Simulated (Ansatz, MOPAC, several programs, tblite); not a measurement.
Energy against volume for an ordered 4-atom cell of NaTlS₂ on the zincblende lattice (P-4m2), at fixed shape and fractional coordinates, computed by several methods (PBE and r2SCAN, where shown, with plane waves in Ansatz); the cell shown is that of r2SCAN. With free coordinates or axes held, a curve is too stiff, and on another method's shape its minimum isn't the method's own volume. It is tetragonal, P-4m2 (No. 115); a = 4.104 Å, c = 6.639 Å in the conventional setting, 27.96 Å³ an atom. Na has 4 S at 2.73 Å; S has 2 Tl at 2.55 Å and 2 Na at 2.73 Å; Tl has 4 S at 2.55 Å. The calculation is spin-unpolarised, and the structure need not be a phase that has been made. Energies count from each curve's lowest point; fits are third-order Birch-Murnaghan.

Space group P-4m2 (No. 115). a = 4.104 Å, b = 4.104 Å, c = 6.639 Å, α = 90.00°, β = 90.00°, γ = 90.00°
```tsv
atom	site	symmetry	x	y	z
Na	1a	-4m2	0.0000	0.0000	0.0000
S	2g	2mm.	0.0000	0.5000	0.2709
Tl	1c	-4m2	0.5000	0.5000	0.5000
```

GFN2-xTB (tblite), on the shape of the cell shown, as a cluster of 32 atoms at the zone centre:
```csv
V (Å³/atom),E (meV/atom)
24.606,74.23
26.284,39.15
27.961,22.06
29.639,0.00
31.317,8.14
```
This method closes the gap of a crystal that DFT finds insulating, so its curve rests on a wrong state.
The points scatter about a smooth fit, a numerical artefact, so no fit is quoted.

Q: GFN1-xTB (tblite), on the shape of the cell shown, as a cluster of 32 atoms at the zone centre, gives
```csv
V (Å³/atom),E (meV/atom)
24.606,122.23
26.284,49.53
27.961,12.14
29.639,0.00
31.317,7.54
```
This method closes the gap of a crystal that DFT finds insulating, so its curve rests on a wrong state.
What equilibrium volume and bulk modulus follow?

A: V₀ = 29.75 Å³ an atom and B₀ = 32 GPa.

Q: PBE, on the shape of its own relaxed cell, gives
```csv
V (Å³/atom),E (meV/atom)
27.170,13.33
28.037,3.13
28.904,0.00
29.771,2.78
30.638,10.52
```
What equilibrium volume and bulk modulus follow?

A: V₀ = 28.90 Å³ an atom and B₀ = 36 GPa.

PM7 (MOPAC), on the shape of the cell shown, as a cluster of 32 atoms at the zone centre:
```csv
V (Å³/atom),E (meV/atom)
24.606,0.00
26.284,236.94
27.961,479.45
29.639,605.54
31.317,739.52
```
The lowest point is an end point, so the minimum isn't bracketed.

Q: r2SCAN, on the shape of its own relaxed cell, gives
```tsv
V (Å³/atom)	E (meV/atom)
26.284	14.91
27.122	3.50
27.961	0.00
28.800	3.14
29.639	11.86
```
What equilibrium volume and bulk modulus follow?

A: V₀ = 27.96 Å³ an atom and B₀ = 42 GPa.

Spin-orbit coupling is left out; in compounds of Pb, Bi, Tl or Hg it can lower a gap by up to about 1 eV, split its edges or invert the bands.
